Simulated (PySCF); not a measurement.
**From one method to the next for SrC (triplet)**

Starting from one script, swap the method and compare what comes out for SrC (triplet).

The runs use PySCF 2.14.0; each script names its method and basis.

5 further runs of the same task are left out: 1 for a known fault of the program, 4 that didn't finish.

## (1) The starting structure

SrC (triplet): 2 atoms, charge 0, spin multiplicity 3.

Bond lengths: Sr1–C2 2.420 Å.

## (2) The base run

input.py

```python
from pyscf import gto, scf, mp

mol = gto.M(
    atom='Sr 0 0 0; C 0 0 2.42',
    basis='crenbl',
    ecp={'Sr': 'crenbl', 'C': 'crenbl'},
    charge=0,
    spin=2,
    symmetry=True,
    verbose=3,
)
mf = scf.UHF(mol)
mf.kernel()
mp.MP2(mf).kernel()
mf.dip_moment()
print('orbital energies (hartree):', [e[max(0, n-3):n+3].round(4) for e, n in zip(mf.mo_energy, mol.nelec)])
```

The run is started by

```bash
OMP_NUM_THREADS=1 python input.py
```

## (3) Pbe0 (UKS)

Variant 1 changes functional: none (Hartree–Fock) → pbe0; SCF type: UHF → UKS; step after the SCF: mp2 → analyze.

input.py, as its differences from that of step 2:

```diff
@@ -1,2 +1,2 @@
-from pyscf import gto, scf, mp
+from pyscf import gto, dft
 
@@ -11,5 +11,5 @@
 )
-mf = scf.UHF(mol)
+mf = dft.UKS(mol, xc='pbe0')
 mf.kernel()
-mp.MP2(mf).kernel()
+mf.mulliken_pop()
 mf.dip_moment()
```

## (4) Stability test

Variant 2 changes step after the SCF: mp2 → stability; point-group symmetry: on → off.

input.py, as its differences from that of step 2:

```diff
@@ -1,2 +1,2 @@
-from pyscf import gto, scf, mp
+from pyscf import gto, scf
 
@@ -8,3 +8,2 @@
     spin=2,
-    symmetry=True,
     verbose=3,
@@ -13,3 +12,3 @@
 mf.kernel()
-mp.MP2(mf).kernel()
+mf.stability(internal=True, external=True)
 mf.dip_moment()
```

## (5) R2scan (UKS)

Variant 3 changes functional: none (Hartree–Fock) → r2scan; SCF type: UHF → UKS; step after the SCF: mp2 → analyze.

input.py, as its differences from that of step 2:

```diff
@@ -1,2 +1,2 @@
-from pyscf import gto, scf, mp
+from pyscf import gto, dft
 
@@ -11,5 +11,5 @@
 )
-mf = scf.UHF(mol)
+mf = dft.UKS(mol, xc='r2scan')
 mf.kernel()
-mp.MP2(mf).kernel()
+mf.mulliken_pop()
 mf.dip_moment()
```

## (6) Population analysis

Variant 4 changes step after the SCF: mp2 → analyze.

input.py, as its differences from that of step 2:

```diff
@@ -1,2 +1,2 @@
-from pyscf import gto, scf, mp
+from pyscf import gto, scf
 
@@ -13,3 +13,3 @@
 mf.kernel()
-mp.MP2(mf).kernel()
+mf.mulliken_pop()
 mf.dip_moment()
```

What does the calculation give? Wanted: for each run, E(SCF); from base; SCF dipole; after the SCF.

**Answer**, as computed:

| run | E(SCF) (hartree) | from base (eV) | SCF dipole (D) | after the SCF |
| --- | --- | --- | --- | --- |
| base | -35.577406 | 0 | 1.94 | MP2 correlation -2.491 eV |
| pbe0 (UKS) | -36.070643 | not comparable | 4.42 | n/a |
| stability test | -35.577406 | 0.0000 | 1.94 | unstable: internal, UHF/UKS -> GHF/GKS |
| r2scan (UKS) | -36.088957 | not comparable | 4.38 | n/a |
| population analysis | -35.577406 | 0.0000 | 1.94 | n/a |

In words: A lower total energy from another functional means nothing by itself. The dearest run is “r2scan (UKS)”, at 5.1 s against 1 s.
